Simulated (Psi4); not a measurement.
# doublet GaBH3ClO+ at 3 levels

Aim: a comparison of 3 runs (UBHLYP/6-31G*, UCAM-B3LYP/6-31G*, UM06-2X/6-31G*) of doublet GaBH3ClO+. 

The calculation is run with Psi4 1.11.

1 further run of the same task is left out (set aside as unsound or not needed).

## 1. The structure to begin with

The species is GaBH3ClO+ (7 atoms), meant as a doublet with charge +1. As SMILES of the parent species, `O[B](Cl)[GaH2]`. The coordinates come from a PBE0-D4/def2-TZVP relaxation. This is one conformer, not always the lowest. That shape belongs to the parent species and isn't relaxed for this state.

Bond lengths: O1–B2 1.344 Å, B2–Cl3 1.789 Å, B2–Ga4 2.095 Å, O1–H5 0.965 Å, Ga4–H6 1.572 Å, Ga4–H7 1.572 Å. Angles: O1–B2–Cl3 118.4°, O1–B2–Ga4 123.4°, Cl3–B2–Ga4 118.3°, B2–O1–H5 114.1°, B2–Ga4–H6 121.3°, B2–Ga4–H7 121.3°, H6–Ga4–H7 117.4°.

## 2. Energy and gradient at UBHLYP/6-31G(d) (spherical functions) (run 1)

Input file job.inp:

```
memory 2200 mb

molecule mol {
  1 2
  O     -0.845500    -1.229100     0.927100
  B     -0.031900    -0.664900     0.017900
  Cl     0.899000    -1.736200    -1.070500
  Ga     0.202400     1.406200    -0.190800
  H     -0.850900    -2.194300     0.905900
  H     -0.691300     2.232500    -1.186100
  H      1.318000     2.185900     0.596500
  units angstrom
  symmetry c1
}

set {
  basis                6-31G*
  reference            uks
  puream               true
  e_convergence        1e-09
  d_convergence        1e-08
  scf_type             pk
  dft_radial_points    99
  dft_spherical_points 590
  maxiter              100
}

e_tot, wfn = gradient("bhhlyp", return_wfn=True)
oeprop(wfn, "MAYER_INDICES", "QUADRUPOLE", "MULLIKEN_CHARGES")
print_variables()
```

Launch:

```
$ psi4 -n 1 job.inp job.out
```

job.out:

```text
[...]
  Running in c1 symmetry.
[...]
  Nuclear repulsion =  275.852652829301860
[...]
  Multiplicity = 2
[...]
  Nalpha       = 32
  Nbeta        = 31
[...]
    Number of basis functions: 84
[...]
   @UKS iter   1: -2484.31799610022335   -1.80199e+00   3.39948e-02 ADIIS/DIIS
[...]
   @UKS iter  18: -2486.25058648551794   -3.63798e-12   9.40647e-09 DIIS
[...]
   @S^2 Observed:                7.595736271E-01
[...]
  @UKS Final Energy: -2486.25058648551794
   => Energetics <=
    Nuclear Repulsion Energy =            275.8526528293018600
    One-Electron Energy =               -3991.9858999461275744
    Two-Electron Energy =                1289.6511891597949671
    DFT Exchange-Correlation Energy =     -59.7685285284874155
    Empirical Dispersion Energy =           0.0000000000000000
    VV10 Nonlocal Energy =                  0.0000000000000000
    Total Energy =                      -2486.2505864855179425
[...]
  -Total Gradient:
     Atom            X                  Y                   Z
    ------   -----------------  -----------------  -----------------
       1       -0.022426750422    -0.040798327509     0.024361812499
       2        0.018971065833     0.103653376789    -0.018687508220
       3        0.004729680087    -0.033308376433    -0.006322114721
       4       -0.008617398036    -0.057577357582     0.008198680211
       5        0.002989515394     0.000608014693    -0.003376091236
       6        0.007679051151     0.013571591718     0.002783141805
       7       -0.003321933868     0.013850612439    -0.006961502544
[...]
 Multipole Moments:
 ------------------------------------------------------------------------------------
     Multipole            Electronic (a.u.)      Nuclear  (a.u.)        Total (a.u.)
 ------------------------------------------------------------------------------------
 L = 1.  Multiply by 2.5417464519 to convert [e a0] to [Debye]
 Dipole X            :          0.7968669           -1.0240106           -0.2271437
 Dipole Y            :          4.2224751           -4.4198564           -0.1973814
 Dipole Z            :         -0.7871757            1.0399872            0.2528115
 Magnitude           :                                                    0.3930233
 L = 2.  Multiply by 1.3450342976 to convert [e a0^2] to [Debye ang]
 Quadrupole XX       :       -100.4491952           72.9664168          -27.4827784
 Quadrupole XY       :         25.4909850          -24.1931208            1.2978642
[...]
```

Wall time 46 s (1 thread of Intel Xeon Platinum 8259CL at 2.50GHz (Skylake/Cascade Lake), shared host); peak memory 1 GiB.

## 3. Energy and gradient at UCAM-B3LYP/6-31G(d) (spherical functions) (run 2)

Input file bclgah3o.py:

```python
import psi4

psi4.set_memory(2200000000)
psi4.set_num_threads(1)
psi4.set_output_file('run.log', False)

geom = psi4.geometry("""
1 2
O     -1.59776344    -2.32266238     1.75196509
B     -0.06028226    -1.25647890     0.03382610
Cl     1.69886379    -3.28094250    -2.02295182
Ga     0.38248057     2.65733288    -0.36055974
H     -1.60796796    -4.14662604     1.71190290
H     -1.30636767     4.21881357    -2.24140416
H      2.49065903     4.13075234     1.12722163
units bohr
symmetry c1
""")

psi4.set_options({
    'basis': '6-31G*',
    'reference': 'uks',
    'puream': True,
    'e_convergence': 1e-09,
    'd_convergence': 1e-08,
    'scf_type': 'pk',
    'dft_radial_points': 99,
    'dft_spherical_points': 590,
    'maxiter': 100,
})

result, w = psi4.gradient("cam-b3lyp", return_wfn=True)
psi4.oeprop(w, "MULLIKEN_CHARGES", "DIPOLE", "LOWDIN_CHARGES", title="CAM-B3LYP")
print('gradient / Eh bohr^-1')
print(result.np.round(6))
print(f'energy = {w.energy():.10f} Eh')
```

Launch:

```
$ python bclgah3o.py
```

run.log:

```text
[...]
  Running in c1 symmetry.
[...]
  Nuclear repulsion =  275.852652696018652
[...]
  Multiplicity = 2
[...]
  Nalpha       = 32
  Nbeta        = 31
[...]
    Number of basis functions: 84
[...]
   @UKS iter   1: -2484.32108250525107   -1.45818e+00   3.54577e-02 ADIIS/DIIS
[...]
   @UKS iter  19: -2486.41392132326973   -4.54747e-12   9.84178e-09 DIIS
[...]
   @S^2 Observed:                7.570558152E-01
[...]
  @UKS Final Energy: -2486.41392132326973
   => Energetics <=
    Nuclear Repulsion Energy =            275.8526526960186516
    One-Electron Energy =               -3991.3427092221904786
    Two-Electron Energy =                1319.1597226902804323
    DFT Exchange-Correlation Energy =     -90.0835874873778124
    Empirical Dispersion Energy =           0.0000000000000000
    VV10 Nonlocal Energy =                  0.0000000000000000
    Total Energy =                      -2486.4139213232692782
[...]
  -Total Gradient:
     Atom            X                  Y                   Z
    ------   -----------------  -----------------  -----------------
       1       -0.018599140409    -0.046417720763     0.019847752822
       2        0.015354584194     0.094826807530    -0.014821060924
       3        0.003816019682    -0.031860228935    -0.005242304924
       4       -0.007964406936    -0.052364258954     0.007599852903
       5        0.003221388921     0.009651170146    -0.003382859148
       6        0.007609953900     0.012941853587     0.002887909756
       7       -0.003432851707     0.013221661769    -0.006895435354
[...]
 Multipole Moments:
 ------------------------------------------------------------------------------------
     Multipole            Electronic (a.u.)      Nuclear  (a.u.)        Total (a.u.)
 ------------------------------------------------------------------------------------
 L = 1.  Multiply by 2.5417464519 to convert [e a0] to [Debye]
 Dipole X            :          0.7832897           -1.0240106           -0.2407209
 Dipole Y            :          4.1914000           -4.4198564           -0.2284564
 Dipole Z            :         -0.7726401            1.0399872            0.2673471
 Magnitude           :                                                    0.4261612
[...]
```

The script printed:

```text
gradient / Eh bohr^-1
[[-0.018599 -0.046418  0.019848]
 [ 0.015355  0.094827 -0.014821]
 [ 0.003816 -0.03186  -0.005242]
 [-0.007964 -0.052364  0.0076  ]
 [ 0.003221  0.009651 -0.003383]
 [ 0.00761   0.012942  0.002888]
 [-0.003433  0.013222 -0.006895]]
energy = -2486.4139213233 Eh
```

Run time: 64 s. Hardware: 1 thread of Intel Xeon Platinum 8259CL at 2.50GHz (Skylake/Cascade Lake), shared host; peak memory 1.1 GiB.

## 4. A single-point energy at UM06-2X/6-31G(d) (spherical functions) (run 3)

Input file input.in:

```
memory 2.2 GB

molecule {
  1 2
  O     -0.845500    -1.229100     0.927100
  B     -0.031900    -0.664900     0.017900
  Cl     0.899000    -1.736200    -1.070500
  Ga     0.202400     1.406200    -0.190800
  H     -0.850900    -2.194300     0.905900
  H     -0.691300     2.232500    -1.186100
  H      1.318000     2.185900     0.596500
  symmetry c1
  no_reorient
  no_com
}

set {
  basis                6-31G*
  reference            uks
  puream               true
  e_convergence        1e-09
  d_convergence        1e-08
  scf_type             pk
  dft_radial_points    99
  dft_spherical_points 590
  maxiter              100
}

e, wfn = energy("m06-2x", return_wfn=True)
oeprop(wfn, "QUADRUPOLE", "MULLIKEN_CHARGES", "WIBERG_LOWDIN_INDICES")
print_variables()
```

Launch:

```
$ psi4 -i input.in -o input.out -n 1
```

input.out:

```text
[...]
  Running in c1 symmetry.
[...]
  Nuclear repulsion =  275.852652829301860
[...]
  Multiplicity = 2
[...]
  Nalpha       = 32
  Nbeta        = 31
[...]
    Number of basis functions: 84
[...]
   @UKS iter   1: -2484.28179059517333   -1.73305e+00   3.41581e-02 ADIIS/DIIS
[...]
   @UKS iter  19: -2486.25424805909688   -8.64020e-12   9.75432e-09 DIIS
[...]
   @S^2 Observed:                7.567373798E-01
[...]
  @UKS Final Energy: -2486.25424805909688
   => Energetics <=
    Nuclear Repulsion Energy =            275.8526528293018600
    One-Electron Energy =               -3992.3315274239403152
    Two-Electron Energy =                1285.4555044959129191
    DFT Exchange-Correlation Energy =     -55.2308779603714726
    Empirical Dispersion Energy =           0.0000000000000000
    VV10 Nonlocal Energy =                  0.0000000000000000
    Total Energy =                      -2486.2542480590968808
[...]
 Multipole Moments:
 ------------------------------------------------------------------------------------
     Multipole            Electronic (a.u.)      Nuclear  (a.u.)        Total (a.u.)
 ------------------------------------------------------------------------------------
 L = 1.  Multiply by 2.5417464519 to convert [e a0] to [Debye]
 Dipole X            :        -27.0350009           27.2303866            0.1953856
 Dipole Y            :         -6.0136947            5.9405430           -0.0731516
 Dipole Z            :         30.5609629          -30.7849614           -0.2239985
 Magnitude           :                                                    0.3061079
 L = 2.  Multiply by 1.3450342976 to convert [e a0^2] to [Debye ang]
 Quadrupole XX       :       -112.1586393           84.5358754          -27.6227638
 Quadrupole XY       :         22.9910736          -21.7362879            1.2547857
[...]
  Mulliken Charges: (a.u.)
   Center  Symbol    Alpha    Beta     Spin     Total
       1     O     4.25030  4.25659 -0.00629 -0.50689
       2     B     2.45854  2.13286  0.32568  0.40860
       3    CL     8.55451  8.35438  0.20014  0.09111
       4    GA    15.53094 15.24921  0.28173  0.21985
       5     H     0.25474  0.23499  0.01975  0.51028
       6     H     0.47547  0.38602  0.08944  0.13851
       7     H     0.47550  0.38595  0.08955  0.13854
   Total alpha = 32.00000, Total beta = 31.00000, Total charge =  1.00000
  Wiberg Bond Indices using Orthogonal Lowdin Orbitals:
[...]
```

It took 73 s on 1 thread of Intel Xeon Platinum 8259CL at 2.50GHz (Skylake/Cascade Lake), shared host; peak memory 1.2 GiB.

## 5. Overview of the runs

| run | level | task | energy (Eh) | HOMO energy (eV) | LUMO energy (eV) | ⟨S²⟩ | wall time |
| --- | --- | --- | --- | --- | --- | --- | --- |
| 1 | UBHLYP/6-31G* (spherical functions) | gradient | -2486.250586 | -15.24 | -11.08 | 0.760 | 46 s |
| 2 | UCAM-B3LYP/6-31G* (spherical functions) | gradient | -2486.413921 | -15.51 | -10.89 | 0.757 | 64 s |
| 3 | UM06-2X/6-31G* (spherical functions) | energy | -2486.254248 | -15.22 | -11.08 | 0.757 | 73 s |

## 6. What came out

| quantity | value |
| --- | --- |
| run 3: total energy | -2486.25425 Eh |
| run 3: HOMO energy (highest over α and β) | -15.22 eV |
| run 3: LUMO energy (lowest over α and β) | -11.08 eV |
| run 3: ⟨S²⟩ | 0.757 |

Totals of different functionals can't be ranked against each other. All runs together took 3.1 min, the longest 73 s.
